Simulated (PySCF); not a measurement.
# AsI: from the state search to spectroscopic constants

The task here is to estimate one member of a computed series from the others.

Program: PySCF 2.14.0. Level of theory: As def2-SVP, I def2-SVP with ECP28, scalar-relativistic core potentials. These are calculated values, not measurements.

Set-up of the first run:

The job is set up so:

- atoms: As, I
- charge: 0
- basis: As def2-SVP, I def2-SVP with ECP28
- Hamiltonian: scalar-relativistic core potentials
- basis functions: 58
- electrons treated: 58
- masses in u: 74.9216, 126.9045
- levels: PBE0, PBE, r²SCAN, MN15, LDA, M06, HSE06, HF, MP2, SCS-MP2
- grid: 80 radial by 434 angular points
- occupations: held fixed by the projection of orbital angular momentum
- dissociation limit: As + I, each in its ground configuration
- starting distance in angstrom: 2.485
- values of 2S to try: 0, 2, 4

Run with:

```sh
OMP_NUM_THREADS=1 python dia.py task.json out
```

Among the steps run: Input; The PBE0 curve of the state that the search chose; Excited determinants; PBE; r²SCAN (meta-GGA); MN15; LDA; M06 (hybrid meta-GGA); HSE06 (range-separated hybrid); UHF.

One table of the session follows, with a row left open; its other results are not shown here.

Energy (eV) from each level's lowest point:

| R (Å) | UHF | UHF-MP2 | UHF-SCS-MP2 | LDA | PBE |
| --- | --- | --- | --- | --- | --- |
| 2.159 | 1.362 | 1.253 | 1.304 | 1.000 | 1.207 |
| 2.259 | 0.636 | 0.562 | 0.599 | 0.400 | 0.538 |
| 2.359 | 0.226 | 0.185 | 0.207 | 0.097 | 0.174 |
| 2.435 | 0.067 | 0.048 | 0.058 | 0.007 | 0.043 |
| 2.510 | 0.000 | 0.000 | 0.000 | 0.000 | 0.000 |
| 2.585 | ? | ? | ? | ? | ? |
| 2.686 | 0.079 | 0.121 | 0.100 | 0.196 | 0.122 |
| 2.811 | 0.241 | 0.354 | 0.327 | 0.438 | 0.319 |
| 2.962 | 0.429 | 0.732 | 0.705 | 0.777 | 0.611 |
| 3.163 | 0.598 | 1.122 | 1.088 | 1.244 | 1.022 |

Q: Estimate the row for R (Å) = 2.585 from the others.

Worked estimate for «UHF». A straight line through the neighbours (2.510, 0.000) and (2.686, 0.079) gives 0.000 + (0.079 − 0.000) × (2.585 − 2.510) / (2.686 − 2.510) = 0.034; a parabola fitted to 4 rows on both sides gives 0.010.

**Answer.** UHF: 0.002; UHF-MP2: 0.019; UHF-SCS-MP2: 0.009; LDA: 0.055; PBE: 0.022. In «UHF» the line misses by +0.032 and the parabola by +0.008.
